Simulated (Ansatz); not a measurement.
# Sn5Se2S3: the cost of one run

Computed with Ansatz 0.2.0 (DFT PBE, scalar-relativistic, plane waves, PAW, unless a step's input says otherwise).

1 further run of the same task is left out (set aside as unsound or not needed).

## (1) The system as given

Symmetry: R-3m, No. 166, trigonal system. Conventional cell: a = 4.197 Å, b = 4.197 Å, c = 51.364 Å, α = 90.00°, β = 90.00°, γ = 120.00°. Sn (site symmetry 3m) is surrounded by 3 S at 2.94 Å and 3 Se at 3.02 Å. Sn (site symmetry 3m) is surrounded by 3 S at 2.93 Å and 3 Se at 3.02 Å. Sn (site symmetry -3m) is surrounded by 6 S at 2.94 Å. Se (site symmetry 3m) has 6 Sn at 3.02 Å as nearest neighbours. Around S (site symmetry -3m) lie 6 Sn at 2.94 Å. S (site symmetry 3m) is surrounded by 6 Sn at 2.93 to 2.94 Å.

As a file:

```cif
data_structure
_symmetry_space_group_name_H-M 'P 1'
_symmetry_Int_Tables_number 1
_cell_length_a 17.2921
_cell_length_b 17.2921
_cell_length_c 17.2921
_cell_angle_alpha 13.942
_cell_angle_beta 13.942
_cell_angle_gamma 13.942
_cell_volume 261.22
loop_
_atom_site_label
_atom_site_type_symbol
_atom_site_fract_x
_atom_site_fract_y
_atom_site_fract_z
_atom_site_occupancy
Sn1 Sn 0.19891 0.19891 0.19891 1
Sn2 Sn 0.80109 0.80109 0.80109 1
Sn3 Sn 0.39783 0.39783 0.39783 1
Sn4 Sn 0.00000 0.00000 0.00000 1
Sn5 Sn 0.60217 0.60217 0.60217 1
Se1 Se 0.09949 0.09949 0.09949 1
Se2 Se 0.90051 0.90051 0.90051 1
S1 S 0.50000 0.50000 0.50000 1
S2 S 0.69894 0.69894 0.69894 1
S3 S 0.30106 0.30106 0.30106 1
```

The cell was relaxed beforehand at this level, from a generated guess; it is a trial structure. At a tolerance of 0.02 Å it has space group R-3m (No. 166); it has 26.12 Å³/atom, an uncorrected energy of -0.42 eV/atom over the elements.

## (2) Bands, states and charges

Input file input.yaml:

```yaml
crystal:
  lattice:
    - [2.0986312015, 1.2116452891, 17.1214928312]
    - [-2.0986312015, 1.2116452891, 17.1214928312]
    - [0.0, -2.4232905783, 17.1214928312]
  atoms:
    - { symbol: Sn, position: [0.1989063774, 0.1989063774, 0.1989063774] }
    - { symbol: Sn, position: [0.8010936226, 0.8010936226, 0.8010936226] }
    - { symbol: Sn, position: [0.3978325021, 0.3978325021, 0.3978325021] }
    - { symbol: Sn, position: [0.0, 0.0, 0.0] }
    - { symbol: Sn, position: [0.6021674979, 0.6021674979, 0.6021674979] }
    - { symbol: Se, position: [0.0994871901, 0.0994871901, 0.0994871901] }
    - { symbol: Se, position: [0.9005128099, 0.9005128099, 0.9005128099] }
    - { symbol: S, position: [0.5, 0.5, 0.5] }
    - { symbol: S, position: [0.6989369659, 0.6989369659, 0.6989369659] }
    - { symbol: S, position: [0.3010630341, 0.3010630341, 0.3010630341] }
basis:
  ecutwfc: 420
kpoints:
  mp_grid: { grid: [12, 12, 12] }
  band_path:
    path:
      - [[0.0, 0.0, 0.0], [0.5, 0.5, 0.5], [0.82999464, 0.17000536, 0.5]]
      - [[0.5, -0.17000536, 0.17000536], [0.5, 0.0, 0.0], [0.0, 0.0, 0.0], [0.33500268, -0.33500268, 0.0]]
      - [[0.66499732, 0.0, 0.33500268], [0.5, 0.0, 0.5], [0.0, 0.0, 0.0]]
    npoints: 14
hamiltonian:
  xc: pbe
scf:
  occupations: { method: gaussian, width: 0.01 }
  n_extra_bands: 25
output:
  forces: true
  stress: true
  eigenvalues: true
  populations: true
  dos: { projected: true, de: 0.02, nscf_kmesh: { grid: [15, 15, 15] } }
  bader: true
  write_density: true
  write_potential: true
  elf: true
  volumetric_format: npy
```

Run with:

```sh
> ansatz run input.yaml --threads 4 --pin off --max-ram 8192MiB --backend cpu --events-out ev --progress --plain --runs-dir out
```

Q: Estimate wall time and peak memory on 4 threads of Intel Xeon at 2.50GHz (Skylake/Cascade Lake), shared host.

About 10 min, with a peak of 4.6 GiB.
